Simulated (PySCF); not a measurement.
**BCl3: structure of the singlet**

Aim: relax BCl3 as a singlet from a hand-made trigonal pyramidal geometry, check by its vibrations whether the end is a minimum, and collect its spectrum and constants.

Method: BP86, basis B def2-TZVP, Cl def2-TZVP, no relativity, density fitting; program: PySCF 2.14.0.

## Step 1: The starting structure

4 atoms, charge 0, spin multiplicity 1.

Bond lengths: B1–Cl2 1.840 Å, B1–Cl3 1.840 Å, B1–Cl4 1.840 Å. Angles: Cl2–B1–Cl3 99.8°, Cl2–B1–Cl4 99.8°, Cl3–B1–Cl4 99.8°.

```xyz
4
charge 0 multiplicity 1
B     0.0000    0.0000   -0.7818
Cl    1.6246    0.0000    0.0820
Cl   -0.8123    1.4070    0.0820
Cl   -0.8123   -1.4070    0.0820
```

## Step 2: Relaxation: trigonal pyramidal start, singlet

The steps below are one call of a driver around PySCF. For each, scf.py gives the equivalent set-up of the SCF; relaxations use the driver's own optimiser. Before each start the driver seeks the lowest SCF state from one or more starting densities and follows internal instabilities, so scf.py alone need not reach the same state.

The program finds C3v symmetry in the start, which this walk keeps.

Contents of scf.py:

```python
from pyscf import gto, scf, dft
mol = gto.M(atom='''
B     -0.000000    -0.000000    -0.781759
Cl     1.624632    -0.000028     0.082041
Cl    -0.812292     1.406986     0.082041
Cl    -0.812340    -1.406959     0.082041''',
    basis={'B': 'def2-TZVP', 'Cl': 'def2-TZVP'},
    charge=0, spin=0)
mf = dft.RKS(mol, xc='B88,P86')
mf.grids.atom_grid = (50, 194)
aux = {'B': 'def2-universal-JKFIT', 'Cl': 'def2-universal-JKFIT'}
mf = mf.density_fit(auxbasis=aux)
mf.kernel()
```

The optimiser's trace:

```csv
step,energy (Eh),change (kJ/mol),largest symmetric gradient (Eh/bohr)
0,-1405.641145,0.00,0.12819
1,-1405.703650,-164.11,0.08558
2,-1405.740515,-260.90,0.03741
3,-1405.748590,-282.10,0.00873
4,-1405.749402,-284.23,0.00311
5,-1405.749470,-284.41,0.00008
6,-1405.749470,-284.41,0.00001
```

The walk took 19 s on 4 threads, shared host.

Geometry (Å) and forces (eV/Å) at some steps:

```
step 0
B    0.000   0.000  -0.782  -0.002   0.000   6.592
Cl   1.625   0.000   0.082   1.194   0.000  -2.195
Cl  -0.812   1.407   0.082  -0.596   1.032  -2.198
Cl  -0.812  -1.407   0.082  -0.596  -1.032  -2.198
step 1
B    0.000   0.000  -0.570  -0.005   0.000   4.401
Cl   1.703   0.000   0.011   0.150   0.000  -1.467
Cl  -0.851   1.475   0.011  -0.073   0.126  -1.467
Cl  -0.851  -1.475   0.011  -0.073  -0.126  -1.467
step 3
B    0.000   0.000  -0.180   0.000   0.000   0.449
Cl   1.768   0.000  -0.119  -0.432   0.000  -0.149
Cl  -0.884   1.531  -0.119   0.216  -0.375  -0.150
Cl  -0.884  -1.531  -0.119   0.216   0.375  -0.150
step 6
B    0.000   0.000  -0.134   0.001   0.000   0.000
Cl   1.752   0.000  -0.134   0.000   0.000   0.000
Cl  -0.876   1.517  -0.134  -0.001   0.001   0.000
Cl  -0.876  -1.517  -0.134  -0.001  -0.001   0.000
```

After 6 steps and 284.4 kJ/mol it ends at D3h: B–Cl 1.752 Å (×3); Cl–B–Cl 120.0° (×3).

## Step 3: Frequencies

The point is checked on the finer grid, and tightened if its gradient asks for it. The Hessian and the dipole derivatives come from central differences of analytic gradients, with steps of 0.01 bohr.

Edit scf.py of step 2 so:

```diff
@@ -3,4 +3,4 @@
-B     -0.000000    -0.000000    -0.781759
-Cl     1.624632    -0.000028     0.082041
-Cl    -0.812292     1.406986     0.082041
-Cl    -0.812340    -1.406959     0.082041''',
+B     -0.000000     0.000000     0.000000
+Cl     1.751749    -0.000030     0.000000
+Cl    -0.875849     1.517074    -0.000000
+Cl    -0.875900    -1.517044    -0.000000''',
@@ -10 +10 @@
-mf.grids.atom_grid = (50, 194)
+mf.grids.atom_grid = (75, 302)
```

The driver hands on the density of the step before, so the log starts near convergence.

SCF at the final geometry:

```text
init E= -1405.74946356593
  HOMO = -0.285840293639403  LUMO = -0.101449460958349  gap/eV = 5.01753
cycle= 1 E= -1405.74946356592  delta_E= 5.91e-12  |g|= 6.62e-06  |ddm|= 6.44e-06
  HOMO = -0.285840380819245  LUMO = -0.10145064149474  gap/eV = 5.01750
Extra cycle  E= -1405.74946356588  delta_E= 3.87e-11  |g|= 1.31e-05  |ddm|= 1.24e-05
converged SCF energy = -1405.74946356588
```

The whole step took 29 s.

Geometry: D3h; B–Cl 1.752 Å (×3); Cl–B–Cl 120.0° (×3).

Modes, for the most abundant isotopes:

| symmetry | ω (cm⁻¹) | IR (km/mol) |
| --- | --- | --- |
| e' | 246 | 1.0 |
| a2'' | 439 | 3.2 |
| a1' | 459 | 0.0 |
| e' | 923 | 646 |

Every mode is real; the point is a minimum.

Properties at this point:

- Dipole moment: 0.00 D
- Highest occupied level: -7.78 eV
- Lowest empty level: -2.76 eV
- Rotational constants: 0.1047, 0.1047, 0.05237 cm⁻¹
- Zero-point energy: 19.4 kJ/mol
- Principal polarisabilities: 34.5, 58.8, 58.8 bohr³
- Atomisation energy without zero-point energy: 1380 kJ/mol
- Principal traceless quadrupole moments about the centre of mass: -0.34, -0.34, 0.68 D Å
- Entropy at 298.15 K and 1 bar: 290.5 J/(mol K)
- Heat capacity Cp at 298.15 K: 63.4 J/(mol K)
- Enthalpy at 298.15 K above 0 K: 14.15 kJ/mol
- Rotational symmetry number: 6

Populations by atom (charges in e):

```csv
atom,Mulliken,Löwdin,polar tensor,Mayer order to B1
B1,0.21,-1.80,1.25,–
"Cl2,3,4",-0.07,0.60,-0.42,1.33
```

Outer orbital energies (eV). occupied: -11.37, -11.37, -10.17, -8.65, -8.65, -8.56, -8.56, -7.78; empty: -2.76, -0.21, 0.83, 1.42.

Mulliken populations on B1: s 2.83, p 1.68, d 0.25, f 0.03.

## Step 4: Results

| quantity | value |
| --- | --- |
| minimum | singlet, D3h |
| geometry | B–Cl 1.752 Å (×3); Cl–B–Cl 120.0° (×3) |
| wavenumbers (cm⁻¹) | 246 (e'), 439 (a2''), 459 (a1'), 923 (e') |
| dipole moment | 0.00 D |
| highest occupied, lowest empty level | -7.78, -2.76 eV |
| polar-tensor charge of B1 | +1.25 e |
| zero-point energy | 19.4 kJ/mol |
| entropy at 298.15 K | 290.5 J/(mol K) |
| atomisation energy (no zero-point energy) | 1380 kJ/mol |

**Reading.** The trigonal pyramidal start (C3v) ends in a minimum of D3h symmetry. The strongest infrared band lies at 923 cm⁻¹ (e'). The dipole vanishes although B1 carries +1.2 e by the polar tensor: the bond dipoles cancel. Only this shape and spin were tried, so other structures or states may lie lower.

The search up to here took 51 s.
